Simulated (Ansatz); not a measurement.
Run this with the Ansatz DFT code, driven from Python and show what comes out.

Input file `sr.cif`:
```cif
data_Sr
_cell_length_a 10.987630
_cell_length_b 10.987630
_cell_length_c 4.421112
_cell_angle_alpha 90.00000
_cell_angle_beta 90.00000
_cell_angle_gamma 120.00000
_symmetry_space_group_name_H-M 'P 1'
_symmetry_Int_Tables_number 1
loop_
_symmetry_equiv_pos_as_xyz
'x, y, z'
loop_
_atom_site_label
_atom_site_type_symbol
_atom_site_fract_x
_atom_site_fract_y
_atom_site_fract_z
Sr1 Sr    0.000000    0.000000    0.000000
```

Script `slab.py`:
```python
"""A surface of Sr: energy and work function."""

import warnings

import ansatz as az
from ase.build import surface
from ase.constraints import FixAtoms
from ase.io import read
import numpy as np

warnings.simplefilter("ignore", az.DeckWarning)

atoms = read("sr.cif")
# the plane is named in the basis of this cell
slab = surface(atoms, (0, 1, 0), 2, vacuum=6.0)
slab.pbc = (True, True, False)

print(slab.get_chemical_formula(), "area {:.3f} A^2, cell height {:.2f} A".format(np.linalg.norm(np.cross(slab.cell[0], slab.cell[1])), slab.cell[2, 2]))
# hold the lower half
slab.set_constraint(FixAtoms(mask=slab.positions[:, 2] < slab.positions[:, 2].mean()))


def prepared(structure):
    return (
        az.Crystal.from_ase(structure).calculation()
        .functional("pbesol")
        .occupations("fermi_dirac", width=0.1)
    )


calc = prepared(slab).kpoints(4, 2, 1).relax(force_tolerance=0.03, max_steps=30)
done = calc.run(threads=1)
summary = done.report

print(f"slab free energy {summary['free_energy_ev']:.4f} eV, Fermi level {summary['fermi_energy_ev']:.3f} eV")

# surface energy from the bulk energy at the same settings
bulk = prepared(atoms).kpoints(3, 3, 5).run(threads=1).report
excess = summary["free_energy_ev"] - bulk["free_energy_ev"] * len(slab) / len(atoms)
area = np.linalg.norm(np.cross(slab.cell[0], slab.cell[1]))
print(f"mean surface energy {excess / (2 * area) * 16.02177:.3f} J/m^2 ({1000 * excess / (2 * area):.1f} meV/A^2)")

print("atom   z before  z after (A)")
for atom, site in zip(slab, done.lattice.sites):
    print(f"{atom.symbol:3s} {atom.z:9.3f} {site.position_ang[2]:9.3f}")
```

`python slab.py` gives:
```text
Sr2 area 48.578 A^2, cell height 21.52 A
slab free energy -6981.2572 eV, Fermi level -2.247 eV
mean surface energy 0.030 J/m^2 (1.9 meV/A^2)
atom   z before  z after (A)
Sr      6.000     6.000
Sr     15.516    15.516
```

Caveats:
- Total energies depend on the potentials; only differences at equal settings carry meaning. A total without «per atom» is that of the cell as typed.
- The cell holds layers, chains or clusters in vacuum, no bulk phase.
- The zero of the levels is a convention of the potentials, so an absolute Fermi energy is no work function.
- These metals are very soft, so angles and axial ratios aren't settled by this mesh and stress tolerance.
- An opening on this mesh may only mean that it misses a point where bands touch.
- Points of the mesh across the vacuum add cost only.
- This isn't the structure that Sr takes at ambient conditions.
- The slab is thin and cut from the structure as given; a cut can leave two unlike or polar faces, and the surface energy is then their mean. Miller indices refer to the vectors of the cell as typed, and the lattice isn't relaxed for this functional, so relaxation and surface energy can hold strain.
- The script silences the warnings on its input, which a real study should read.
- It ran for 31 s on 1 thread of Arm Neoverse V2, on a shared host, peak memory 1.2 GiB.

(Lines on the test bed's own set-up are left out of the output.)
